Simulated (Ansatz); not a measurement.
# C₅H₁₅GeNO₂: basis-set convergence

One table from this session's results is given with a row withheld; the runs are named, their logs left out.

The runs use Ansatz 0.2.0, Gaussian basis; one geometry, several basis sets.

Plan: PBE0-D4/def2-SVP; ωB97M-V/def2-SVP; PBE0-D4/def2-QZVPP; ωB97M-V/def2-QZVPP; the functionals' def2-TZVPP values are taken from earlier runs.

## The relaxed structure

All runs share one geometry, relaxed beforehand with PBE0-D4 in a triple-zeta def2 set.

SMILES `C[O][GeH]([NH]C(C)C)[O]C`, 24 atoms, charge 0, spin multiplicity 1.

Atoms are counted from 1 here; the program's logs count them from 0.

Bond lengths: C1–O2 1.407 Å, C1–H10 1.092 Å, C1–H11 1.097 Å, C1–H12 1.098 Å, O2–Ge3 1.764 Å, Ge3–N4 1.808 Å, Ge3–O8 1.768 Å, Ge3–H13 1.541 Å, N4–C5 1.451 Å, N4–H14 1.009 Å, C5–C6 1.523 Å, C5–C7 1.522 Å, C5–H15 1.097 Å, C6–H16 1.092 Å, C6–H17 1.093 Å, C6–H18 1.095 Å, C7–H19 1.091 Å, C7–H20 1.095 Å and more. Angles: O2–C1–H10 107.8°, O2–C1–H11 112.2°, O2–C1–H12 112.0°, H10–C1–H11 108.4°, H10–C1–H12 108.0°, H11–C1–H12 108.2°, C1–O2–Ge3 118.5°, O2–Ge3–N4 110.6°, O2–Ge3–O8 99.4°, O2–Ge3–H13 113.3°, N4–Ge3–O8 114.0°, N4–Ge3–H13 107.1°, O8–Ge3–H13 112.3°, Ge3–N4–C5 125.3°, Ge3–N4–H14 118.1°, C5–N4–H14 114.2°, N4–C5–C6 112.5°, N4–C5–C7 110.5° and more.

The first run:

Contents of in.yaml:

```yaml
crystal:
  periodic: [false, false, false]
  atoms:
    - {symbol: C, position_ang: [0.433752, 0.657287, -3.308299]}
    - {symbol: O, position_ang: [-0.813209, 0.646764, -2.655769]}
    - {symbol: Ge, position_ang: [-0.845692, 0.798928, -0.898936]}
    - {symbol: N, position_ang: [0.154521, -0.495864, -0.128688]}
    - {symbol: C, position_ang: [1.077130, -0.298999, 0.973577]}
    - {symbol: C, position_ang: [0.479633, -0.710644, 2.313016]}
    - {symbol: C, position_ang: [2.387443, -1.026819, 0.709931]}
    - {symbol: O, position_ang: [-2.583405, 0.624655, -0.624580]}
    - {symbol: C, position_ang: [-3.060880, 0.621332, 0.697178]}
    - {symbol: H, position_ang: [0.262050, 0.426889, -4.362129]}
    - {symbol: H, position_ang: [1.122216, -0.091595, -2.897912]}
    - {symbol: H, position_ang: [0.920703, 1.640040, -3.250940]}
    - {symbol: H, position_ang: [-0.305950, 2.150970, -0.393443]}
    - {symbol: H, position_ang: [-0.119416, -1.456579, -0.272135]}
    - {symbol: H, position_ang: [1.292295, 0.776112, 1.015838]}
    - {symbol: H, position_ang: [-0.432724, -0.147962, 2.521956]}
    - {symbol: H, position_ang: [1.183382, -0.542038, 3.132431]}
    - {symbol: H, position_ang: [0.224177, -1.775122, 2.304835]}
    - {symbol: H, position_ang: [2.827252, -0.697614, -0.233109]}
    - {symbol: H, position_ang: [2.216801, -2.106286, 0.644595]}
    - {symbol: H, position_ang: [3.108034, -0.851928, 1.512766]}
    - {symbol: H, position_ang: [-4.149278, 0.534919, 0.661479]}
    - {symbol: H, position_ang: [-2.814139, 1.547630, 1.234511]}
    - {symbol: H, position_ang: [-2.669698, -0.224277, 1.277126]}
basis:
  gaussian: {orbitals: def2-SVP}
hamiltonian: {xc: pbe0, dispersion: d4}
output: {orbitals: {seedname: orbitals}}
```

Steps of the session up to this table: PBE0-D4 in def2-SVP; ωB97M-V in def2-SVP; PBE0-D4 in def2-QZVPP; ωB97M-V in def2-QZVPP.

One table of the session follows, with a row left open; its other results are not shown here.

It belongs to the step «Functionals by basis». 

| functional | basis | HOMO (eV) | LUMO (eV) |
| --- | --- | --- | --- |
| PBE0-D4 | def2-SVP | -6.80 | 1.29 |
| PBE0-D4 | def2-TZVPP | -6.88 | 0.82 |
| PBE0-D4 | def2-QZVPP | -6.91 | 0.45 |
| ωB97M-V | def2-SVP | ? | ? |
| ωB97M-V | def2-TZVPP | -9.25 | 2.26 |
| ωB97M-V | def2-QZVPP | -9.27 | 1.61 |

**Question.** Estimate the row for ωB97M-V, def2-SVP.

The run gave: HOMO (eV): -9.16; LUMO (eV): 2.94. In the column «HOMO (eV)» it lies between ωB97M-V, def2-TZVPP (-9.25) and PBE0-D4, def2-QZVPP (-6.91).
